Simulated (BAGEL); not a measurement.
# BH2S2F (SMILES FB(S)S) at HF/6-31G(d) (density fitting with qzvpp-jkfit, spherical functions)

Aim: the vertical electron affinity of BH2S2F at HF/6-31G* (density fitting with qzvpp-jkfit, spherical functions), from 2 runs. 

Program for the calculation: BAGEL 1.2.2.

2 further runs of the same task are left out: 2 set aside as unsound or not needed.

## Step 1: The system as given

BH2S2F: 6 atoms, total charge 0, spin state singlet. As SMILES, `FB(S)S`. Geometry: relaxed at PBE0-D4/def2-TZVP. This is one conformer, not always the lowest.

Bond lengths: F1–B2 1.328 Å, B2–S3 1.805 Å, B2–S4 1.805 Å, S3–H5 1.343 Å, S4–H6 1.343 Å. Angles: F1–B2–S3 120.5°, F1–B2–S4 120.5°, S3–B2–S4 119.0°, B2–S3–H5 94.6°, B2–S4–H6 94.6°.

## Step 2: A single-point energy at HF/6-31G(d) (density fitting with qzvpp-jkfit, spherical functions)

File input.json:

```json
{ "bagel": [

{
  "title": "molecule",
  "basis": "6-31gs.json",
  "df_basis": "qzvpp-jkfit",
  "angstrom": "true",
  "geometry": [
    { "atom": "F", "xyz": [      -0.456900,      -0.765900,       1.012900 ] },
    { "atom": "B", "xyz": [      -0.001000,      -0.023800,       0.010100 ] },
    { "atom": "S", "xyz": [       1.755200,      -0.026800,      -0.408100 ] },
    { "atom": "S", "xyz": [      -1.127900,       1.003700,      -0.956200 ] },
    { "atom": "H", "xyz": [       2.093900,      -0.896800,       0.557800 ] },
    { "atom": "H", "xyz": [      -2.221100,       0.645500,      -0.262500 ] }
  ]
},

{ "title": "hf" },

{ "title": "print", "file": "orbitals.molden", "orbitals": "true" }

]}
```

The basis set 6-31G* is read from a file made from the Basis Set Exchange's data (not shown).

Started as:

```
$ BAGEL_NUM_THREADS=1 BAGEL input.json > input.out
```

Output:

```text
* using 1 threads per process

  ===============================================================
  ===============================================================

  *** Geometry ***

  { "atom" : "F", "xyz" : [     -0.863416,     -1.447341,      1.914104 ] },
  { "atom" : "B", "xyz" : [     -0.001890,     -0.044975,      0.019086 ] },
  { "atom" : "S", "xyz" : [      3.316847,     -0.050645,     -0.771197 ] },
  { "atom" : "S", "xyz" : [     -2.131422,      1.896718,     -1.806956 ] },
  { "atom" : "H", "xyz" : [      3.956898,     -1.694706,      1.054089 ] },
  { "atom" : "H", "xyz" : [     -4.197271,      1.219818,     -0.496053 ] },

  Number of auxiliary basis functions:      444

  Since a DF basis is specified, we compute 2- and 3-index integrals:
    o Being stored without compression. Storage requirement is 0.016 GB

  Number of basis functions:       68
  Number of electrons      :       48

    * METHOD: MOLECULE                             0.14

  *** RHF ***

  === Nuclear Repulsion ===
   187.0368817544

      * DIIS with orbital gradients will be used.

  === RHF iteration (6-31gs.json) ===
      0       -920.29345575          0.01734777           0.04
      1       -920.38356486          0.01055311           0.03
      2       -920.41703493          0.00163344           0.03
      3       -920.41871650          0.00031304           0.03
      4       -920.41878109          0.00008337           0.03
      5       -920.41878723          0.00001527           0.03
      6       -920.41878744          0.00000508           0.03
      7       -920.41878747          0.00000191           0.04
      8       -920.41878747          0.00000069           0.03
      9       -920.41878747          0.00000022           0.03
     10       -920.41878747          0.00000006           0.04
     11       -920.41878747          0.00000002           0.03
     12       -920.41878747          0.00000001           0.03
    * SCF iteration converged.

    * Permanent dipole moment:
           (    0.171621,     0.279618,    -0.377820) a.u.

    * METHOD: HF                                   0.54

    * METHOD: PRINT                                0.01

  ===============================================================
```

It took 1.5 s on 1 thread of Intel Xeon 6975P-C (Granite Rapids), shared host; peak memory 0.09 GiB.

## Step 3: The doublet anion, same level

File calc.json:

```json
{ "bagel" : [

{
  "title" : "molecule",
  "basis" : "6-31gs.json",
  "df_basis" : "qzvpp-jkfit",
  "angstrom" : true,
  "geometry" : [
    { "atom" : "F", "xyz" : [   -0.456900,   -0.765900,    1.012900 ] },
    { "atom" : "B", "xyz" : [   -0.001000,   -0.023800,    0.010100 ] },
    { "atom" : "S", "xyz" : [    1.755200,   -0.026800,   -0.408100 ] },
    { "atom" : "S", "xyz" : [   -1.127900,    1.003700,   -0.956200 ] },
    { "atom" : "H", "xyz" : [    2.093900,   -0.896800,    0.557800 ] },
    { "atom" : "H", "xyz" : [   -2.221100,    0.645500,   -0.262500 ] }
  ]
},
{
  "title" : "uhf",
  "charge" : -1,
  "nopen" : 1
},
{
  "title" : "print",
  "file" : "orbitals.molden",
  "orbitals" : true
}

]}
```

The basis set 6-31G* is read from a file made from the Basis Set Exchange's data (not shown).

Started as:

```
$ BAGEL_NUM_THREADS=1 BAGEL calc.json > calc.out
```

Output:

```text
* using 1 threads per process

  ===============================================================
  ===============================================================

  *** Geometry ***

  { "atom" : "F", "xyz" : [     -0.863416,     -1.447341,      1.914104 ] },
  { "atom" : "B", "xyz" : [     -0.001890,     -0.044975,      0.019086 ] },
  { "atom" : "S", "xyz" : [      3.316847,     -0.050645,     -0.771197 ] },
  { "atom" : "S", "xyz" : [     -2.131422,      1.896718,     -1.806956 ] },
  { "atom" : "H", "xyz" : [      3.956898,     -1.694706,      1.054089 ] },
  { "atom" : "H", "xyz" : [     -4.197271,      1.219818,     -0.496053 ] },

  Number of auxiliary basis functions:      444

  Since a DF basis is specified, we compute 2- and 3-index integrals:
    o Being stored without compression. Storage requirement is 0.016 GB

  Number of basis functions:       68
  Number of electrons      :       48

    * METHOD: MOLECULE                             0.14

  *** Open-shell HF ***

  === Nuclear Repulsion ===
   187.0368817544

      * DIIS with orbital gradients will be used.

  === UHF iteration (6-31gs.json) ===
      0       -920.15819102          0.03566674           0.07
      1       -920.28453672          0.01965227           0.07
      2       -920.31104388          0.01052935           0.07
      3       -920.32109250          0.00114144           0.07
      4       -920.32149305          0.00039064           0.07
      5       -920.32155901          0.00007068           0.07
      6       -920.32157838          0.00002017           0.07
      7       -920.32158273          0.00001153           0.07
      8       -920.32158438          0.00000472           0.07
      9       -920.32158503          0.00000100           0.07
     10       -920.32158508          0.00000047           0.07
     11       -920.32158509          0.00000024           0.07
     12       -920.32158510          0.00000009           0.07
     13       -920.32158510          0.00000005           0.07
     14       -920.32158510          0.00000003           0.07
     15       -920.32158510          0.00000002           0.07
     16       -920.32158510          0.00000001           0.07
     17       -920.32158510          0.00000001           0.08
    * SCF iteration converged.

    * S^2 (UHF) is 0.7636

    * Permanent dipole moment:
           (    0.172429,     0.280851,    -0.379420) a.u.

    * METHOD: UHF                                  1.38

    * METHOD: PRINT                                0.01

  ===============================================================
```

It took 2.4 s on 1 thread of Intel Xeon 6975P-C (Granite Rapids), shared host; peak memory 0.09 GiB.

## Step 4: Results

Level: HF/6-31G* (density fitting with qzvpp-jkfit, spherical functions).

```
                                         quantity          value
                     singlet BH2S2F: total energy  -920.41879 Eh
                    singlet BH2S2F: dipole moment         1.27 D
                      singlet BH2S2F: HOMO energy      -10.40 eV
                      singlet BH2S2F: LUMO energy        3.73 eV
                    singlet BH2S2F: HOMO–LUMO gap       14.13 eV
                      doublet anion: total energy  -920.32159 Eh
                              doublet anion: ⟨S²⟩          0.764
vertical electron affinity (to the doublet anion)      -2.645 eV
```

The anion lies 2.65 eV (255 kJ/mol) above the neutral: the electron isn't bound at this level, and such a value depends on the basis. Without diffuse functions anions come out too high. Hartree–Fock misses the correlation that binds many anions.
